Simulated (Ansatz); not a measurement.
# AsH₂ (doublet): from Hartree-Fock to the top rungs at scale of all distances = 1.999, cc-pVDZ

How much of the correlation energy of AsH₂ (doublet) does each wave-function method recover here?

Method: cc-pVDZ, core rule «outside noble gas», up to 14 orbitals frozen; program: Ansatz 0.2.0, Gaussian basis.

Plan: UHF; CCSD(T) on ROHF; CCSD(T) on UHF; CISD; CCSDT(Q) on ROHF; CCSDT(Q) on UHF; CASSCF and MRCISD+Q, 3 electrons in 3 orbitals; CASSCF and NEVPT2, 3 electrons in 3 orbitals; CASSCF and MRCISD+Q, 7 electrons in 6 orbitals; CASSCF and NEVPT2, 7 electrons in 6 orbitals; Full CI.

22 further runs of the same task are left out: 4 for a known fault of the program, 12 that didn't finish, 6 set aside as unsound or not needed.

## 1. What is computed

The geometry derives from a PBE0/def2-TZVP stationary point (not a proven minimum). All distances are scaled together. No spin-orbit coupling is included. The filled d shell of As may be among the frozen orbitals whatever the setting's name suggests; the logs give the count.

3 atoms, charge 0, spin multiplicity 2.

Atoms are counted from 1 here; the program's logs count them from 0.

No contacts short enough for the rule that draws bonds.

## 2. UHF

Contents of in.yaml:

```yaml
crystal:
  periodic: [false, false, false]
  atoms:
    - {symbol: As, position_ang: [0.000000, -0.056179, 0.000000]}
    - {symbol: H, position_ang: [0.000000, 2.087956, -2.170707]}
    - {symbol: H, position_ang: [0.000000, 2.087940, 2.170721]}
basis:
  gaussian: {orbitals: cc-pVDZ}
magnetization: {spin_polarized: true, initial_magnetization: 1}
hamiltonian: {xc: hf}
output: {orbitals: {seedname: orbitals}}
```

On the command line:

```bash
> ansatz run in.yaml --threads 1 --pin off --events-out ev --progress --plain --max-ram 2393MiB
```

After this run come: CCSD(T) on ROHF; CCSD(T) on UHF; CISD; CCSDT(Q) on ROHF; CCSDT(Q) on UHF; CASSCF and MRCISD+Q, 3 electrons in 3 orbitals; CASSCF and NEVPT2, 3 electrons in 3 orbitals; CASSCF and MRCISD+Q, 7 electrons in 6 orbitals; CASSCF and NEVPT2, 7 electrons in 6 orbitals; Full CI.

**Question.** What will the summary of the whole plan be? Wanted: FCI below the RHF energy; RMP2 from FCI; UMP2 from FCI; RCCSD from FCI; RCCSD(T) from FCI; UCCSD(T) from FCI; RCCSDT(Q) from FCI; UCCSDT(Q) from FCI; NEVPT2 valence from FCI.

As calculated:

| quantity | value |
| --- | --- |
| FCI below the RHF energy | -6.7559 eV |
| RMP2 from FCI | +3129.5 meV |
| UMP2 from FCI | +579.1 meV |
| RCCSD from FCI | +275.4 meV |
| RCCSD(T) from FCI | +2.4 meV |
| UCCSD(T) from FCI | +94.2 meV |
| RCCSDT(Q) from FCI | +3739.0 meV |
| UCCSDT(Q) from FCI | +13.7 meV |
| NEVPT2 valence from FCI | +418.5 meV |
| MRCISD+Q valence from FCI | -42.4 meV |
| levels within 1 kcal/mol (43 meV) | RCCSD(T), UCCSDT, UCCSDT(Q), MRCISD+Q valence |
| T1 diagnostic | 0.295 |
| effectively unpaired electrons | 4.09 |

In words: RCCSD(T) misses by +2.4 meV, 0.0 % of the correlation energy. CCSD(T) misses by +2.4 meV on the restricted determinant and by +94.2 meV on the unrestricted one; the two need not hold the same state or core. RCCSDT, MRCISD+Q valence fall below full CI, which methods that aren't variational can do. The occupations show strong static correlation (4.1 unpaired electrons where one determinant has 1). Coupled cluster on one determinant still stays close here. Of the multireference levels listed MRCISD+Q valence comes nearest in total energy (-42.4 meV), which doesn't show that its space is the better one. Coupled cluster took another determinant than the lowest Hartree-Fock one. These misses are within one basis, not against nature; the frozen cores of restricted and unrestricted runs differ, which can shift their rows.
